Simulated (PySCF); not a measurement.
# A gas-phase reaction: FH3OSi + F2 → F2H2OSi + FH

Aim: the reaction energy of `O[SiH2]F` + `FF` → `O[SiH](F)F` + `F`.

Programs: PySCF 2.14.0. All values are calculated, for the isolated system unless a continuum is named. Atoms count from 0, parts from 1.

### 1 The system as given

Each species was relaxed by itself at PBE0-D3(BJ)/def2-SVPD.

### 2 Energies of the species: wB97M-D3(BJ)/def2-TZVPD

What the job is given:

```
{"job": {"kind": "react", "xc": "wB97M-D3(BJ)", "basis": "def2-TZVPD"}, "charge": 0, "multiplicity": 1}
-1 FH3OSi charge 0 multiplicity 1
O      1.209660    -0.086480     0.419990
Si    -0.406030    -0.065610     0.057370
F     -0.888760     1.450420    -0.323390
H      1.850810     0.032870    -0.284490
H     -1.113220    -0.469570     1.291600
H     -0.711960    -0.894600    -1.137070

-1 F2 charge 0 multiplicity 1
F      0.688930     0.001910     0.009810
F     -0.688930    -0.001910    -0.009810

+1 F2H2OSi charge 0 multiplicity 1
O      1.202330     0.275200    -0.341050
Si    -0.350310     0.127140     0.151720
F     -0.494010    -1.011920     1.293140
F     -1.300090    -0.377460    -1.058720
H      1.683140    -0.473190    -0.702840
H     -0.817000     1.420500     0.662420

+1 FH charge 0 multiplicity 1
F      0.458870     0.014250     0.030290
H     -0.458870    -0.014250    -0.030290
```

Level: wB97M-D3(BJ)/def2-TZVPD reaction energy of separated species, gas phase.

Command:

```console
> OMP_NUM_THREADS=1 python cluster_run.py task.json out
```

This one command runs all jobs of the session in turn.

**Question.** The jobs that follow are: PBE0-D3(BJ)/def2-TZVPD reaction energy of separated species, gas phase; MP2/def2-TZVPD reaction energy of separated species, gas phase. Predict: reaction energy (wB97M-D3(BJ)/def2-TZVPD); ΔH, ΔG at 298 K (xTB thermal terms). Thermal terms come from harmonic xTB runs on each species.

**Answer**, as computed:

| quantity | value |
| --- | --- |
| reaction energy (wB97M-D3(BJ)/def2-TZVPD) | -166.0 kcal/mol |
| ΔH, ΔG at 298 K (xTB thermal terms) | -164.3, -163.8 kcal/mol |
| range of the reaction energy over the runs of this table | -175.5 to -164.6 kcal/mol |

In words: The reaction is exothermic by 164.3 kcal/mol in the gas phase; dispersion gives -0.05, and xTB itself gave -118.6 for the electronic energy (xTB energies and thermal terms come from the earlier relaxation of each species, not shown). No barrier was sought. xTB and this level differ widely in the electronic energy, so what comes from xTB (the thermal terms above all) is less safe here. The reaction energy runs from -175.5 (MP2/def2-TZVPD) to -164.6 kcal/mol (PBE0-D3(BJ)/def2-TZVPD).
